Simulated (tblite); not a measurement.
# GeH11N4Si2: the cost of one run

The runs use tblite 0.8.0 and PySCF 2.14.0, with density-fitted response routines of our own; the level of theory stands in each step. All values are computed, except where a source is named. Atoms count from 0, in the outputs and in this text.

## (1) The starting structure

18 atoms, charge -1, multiplicity 1; geometry from: force field or distance geometry start.

Bonds of the start (Å): N0–Si1 1.78, Si1–N2 1.80, Si1–N3 1.80, N3–Si4 1.78, Si1–N5 1.77, N5–Ge6 1.85, N0–H7 1.04, N0–H8 1.05, N2–H9 1.03, N2–H10 1.06, Si4–H11 1.47, Si4–H12 1.46, Si4–H13 1.48, N5–H14 1.04, Ge6–H15 1.56, Ge6–H16 1.56, Ge6–H17 1.55.

## (2) Relaxing the molecule with GFN2-xTB

What the job is given:

```
{"job": {"kind": "relax", "xc": "GFN2-xTB", "basis": "xTB"}, "charge": -1, "multiplicity": 1}
N      1.069500     0.013800    -1.836500
Si    -0.088700    -0.397900    -0.545300
N     -0.579400    -2.103300    -0.851700
N      0.721200    -0.427100     1.059100
Si     2.212800     0.548900     1.044000
N     -1.566200     0.569400    -0.540500
Ge    -2.433300     0.648200     1.087100
H      1.413200     0.984600    -1.695300
H      1.848200    -0.687900    -1.918500
H      0.233500    -2.729600    -0.853000
H     -1.090500    -2.148900    -1.774500
H      1.979000     1.730100     0.207700
H      2.607700     0.981200     2.386800
H      3.277700    -0.324300     0.508800
H     -1.492300     1.482400    -1.026900
H     -3.024000     2.059400     1.405400
H     -3.557800    -0.435200     1.042000
H     -1.539300     0.242600     2.289600
```

Launch:

```
> OMP_NUM_THREADS=1 python probes_run.py task.json out
```

One launch serves the whole session: the jobs run in the order shown.

Q: Estimate the wall time and peak memory of this first job on 1 thread of Intel Xeon, shared host.

About 3.6 s, with a peak of 0.18 GiB.
